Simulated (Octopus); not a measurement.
# PH3 (phosphine): r2SCAN (scalar, in the pseudopotentials, sg15 potentials, pseudopotentials sg15, grid spacing 0.17 angstrom)

What is the electronic atomisation energy of PH3 (phosphine) at r2SCAN (scalar, in the pseudopotentials, sg15 potentials, pseudopotentials sg15, grid spacing 0.17 angstrom)? 

The results are computed with Octopus 16.4.

15 further runs of the same task are left out: 11 that didn't finish, 4 set aside as unsound or not needed.

## 1. The system as given

PH3: 4 atoms, total charge 0, spin state singlet. SMILES: `P`. The coordinates come from a PBE0-D4/def2-TZVP relaxation.

Bond lengths: P1–H2 1.420 Å, P1–H3 1.420 Å, P1–H4 1.420 Å. Angles: H2–P1–H3 93.1°, H2–P1–H4 93.1°, H3–P1–H4 93.1°.

## 2. Energy and gradient at r2SCAN (scalar, in the pseudopotentials, sg15 potentials, pseudopotentials sg15, grid spacing 0.17 angstrom)

geometry.xyz

```xyz
4

P      0.345975    -0.326500    -0.332825
H      0.630875    -0.034000     1.026975
H     -1.005525    -0.663000    -0.057225
H      0.028675     1.023500    -0.636925
```

On the command line:

```sh
$ OMP_NUM_THREADS=1 octopus > gs.log
```

The program printed:

```text
Version                : 16.4
[... 36 lines left out ...]
Refinement of some symmetry elements was terminated before convergence was reached.
[... 82 lines left out ...]
** Warning:
[... 12 lines left out ...]
#  State  Eigenvalue [eV]  Occupation    Error
[... 8 lines left out ...]
Converged eigenvectors: 0
#  State  Eigenvalue [eV]  Occupation    Error
[... 91 lines left out ...]
#  State  Eigenvalue [eV]  Occupation    Error
[... 9 lines left out ...]
#  State  Eigenvalue [eV]  Occupation    Error
[... 5 lines left out ...]
Info: SCF converged in   31 iterations
[... 3 lines left out ...]
Octopus emitted 3 warnings.
[... 3 lines left out ...]
  or contact the octopus developers for details.
```

It took 73 s on 1 thread of Intel Xeon Platinum 8259CL at 2.50GHz (Skylake/Cascade Lake), shared host; peak memory 0.16 GiB.

## 3. The H atom at the same level

geometry.xyz

```xyz
1

H      0.000000     0.000000     0.000000
```

Run the same way, it converges to -0.50087 Eh (log not shown).

## 4. The P atom at the same level

geometry.xyz

```xyz
1

P      0.000000     0.000000     0.000000
```

Run the same way, it converges to -6.48032 Eh (log not shown).

## 5. Summary of results

Level: r2SCAN (scalar, in the pseudopotentials, sg15 potentials, pseudopotentials sg15, grid spacing 0.17 angstrom).

```
                                  quantity        value
                    molecule: total energy  -8.35653 Eh
                   molecule: dipole moment       0.62 D
                     molecule: HOMO energy     -6.96 eV
        molecule: largest force on an atom   0.048 eV/Å
                      H atom: total energy  -0.50087 Eh
                     H atom: dipole moment       0.00 D
H atom: HOMO energy (highest over α and β)     -8.03 eV
          H atom: largest force on an atom   0.000 eV/Å
                      P atom: total energy  -6.48032 Eh
                     P atom: dipole moment       0.00 D
P atom: HOMO energy (highest over α and β)     -6.67 eV
          P atom: largest force on an atom   0.003 eV/Å
             electronic atomisation energy    10.166 eV
```

**Reading.** Taking the molecule apart into free atoms costs 10.17 eV (981 kJ/mol), before zero-point energy and without spin-orbit coupling.
